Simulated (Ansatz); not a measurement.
# CoO: how settings move the results

Aim, for CoO: see how the k-point mesh on the displaced cell moves the results.

Computed with Ansatz 0.2.0 (DFT PBEsol, scalar-relativistic, plane waves, PAW, unless a step's input says otherwise).

3 further runs of the same task are left out: 2 that didn't finish, 1 set aside as unsound or not needed. Runs told in other sessions of the task aren't counted.

**1. The system as given**

The structure is trigonal, space group R-3m (No. 166). Conventional cell: a = 3.011 Å, b = 3.011 Å, c = 7.320 Å, α = 90.00°, β = 90.00°, γ = 120.00°. Co (site symmetry -3m) has 6 O at 2.12 Å in its first shell of neighbours. O (site symmetry -3m) has 6 Co at 2.12 Å in its first shell of neighbours.

Coordinates:

```
Co O
1.0
     1.50547    0.86918    2.43993
    -1.50547    0.86918    2.43993
     0.00000   -1.73837    2.43993
Co O
1 1
Direct
  0.00000 0.00000 0.00000
  0.50000 0.50000 0.50000
```

Source of the structure: the Materials Project (structure only). It is taken as it stands there.

**2. The base input**

input.yaml reads:

```yaml
crystal:
  lattice:
    - [1.5054695445, 0.8691832468, 2.4399269062]
    - [-1.5054695445, 0.8691832468, 2.4399269062]
    - [0.0, -1.7383664936, 2.4399269062]
  atoms:
    - { symbol: Co, position: [0.0, 0.0, 0.0], spin: 2.64 }
    - { symbol: O, position: [0.5, 0.5, 0.5], spin: 0.33 }
basis:
  ecutwfc: 420
kpoints:
  mp_grid: { grid: [18, 18, 18] }
hamiltonian:
  xc: pbesol
scf:
  occupations: { method: gaussian, width: 0.1 }
output:
  forces: true
  stress: true
  eigenvalues: true
  populations: true
  write_density: true
  write_potential: true
  elf: true
  volumetric_format: npy
magnetization:
  spin_polarized: true
```

Its results, from an earlier run: -2826.1268 eV/atom at zero smearing, pressure -9.01 GPa, largest force 0.000 eV/Å, no gap on the mesh, site moments Co +2.50, O +0.34 μB, in 11 SCF cycles and 25 s.

The runs on the displaced cell use a copy made earlier, with the atoms moved and the axes strained (about 1 %) at random, so that forces and shear stress do not vanish.

**3. K-point mesh on the displaced cell set to 1×1×1**

input.yaml reads:

```yaml
crystal:
  lattice:
    - [1.5210358742, 0.8906656969, 2.4636617863]
    - [-1.4957237136, 0.8860187619, 2.4496992169]
    - [0.0086317166, -1.7406833793, 2.4438557178]
  atoms:
    - { symbol: Co, position: [0.0142096477, 0.0226664402, -0.0784363012], spin: 2.57 }
    - { symbol: O, position: [0.5362004835, 0.4572190186, 0.5337932506], spin: 0.38 }
basis:
  ecutwfc: 420
kpoints:
  mp_grid: { grid: [1, 1, 1] }
hamiltonian:
  xc: pbesol
scf:
  occupations: { method: gaussian, width: 0.1 }
output:
  forces: true
  stress: true
  eigenvalues: true
  populations: true
magnetization:
  spin_polarized: true
```

Command:

```
ansatz run input.yaml --threads 1 --pin off --max-ram 2560MiB --backend cpu --events-out ev --progress --plain --runs-dir out
```

The session goes on with these runs: K-point mesh on the displaced cell set to 4×4×4; K-point mesh on the displaced cell: 6×6×6; K-point mesh on the displaced cell set to 8×8×8.

Q: Predict the outcome of the series: the values and the trend.

As calculated:

| quantity | value |
| --- | --- |
| k-point mesh on the displaced cell: within 10 and 1 meV/atom of 12×12×12 from | 4×4×4 for 10; 4×4×4 for 1 |

**Reading.** In the sweep of the k-point mesh on the displaced cell, 4×4×4 already comes within 1 meV/atom of the reference, and so do all later runs, at about 0.072 of the reference's time. The reference is only the best run made, not a proven limit. The gaps on the coarsest meshes are artefacts of sampling: the crystal is a metal on the dense ones. The error changes sign along the series, since a k mesh isn't variational, and a metal needs dense meshes to resolve its Fermi surface. Forces stay within 0.01 eV/Å of the reference from 8×8×8 on. The cell's moment varies from 2.86 to 3.00 μB over the series. The listed cell is far from this method's equilibrium (-9.0 GPa, forces up to 0.00 eV/Å), so its values are not those of the relaxed crystal. With one magnetic atom in the cell only ferromagnetic order fits, and no U was applied, so an antiferromagnetic state was not tested. Without a U such compounds often come out metallic though many are antiferromagnetic insulators.
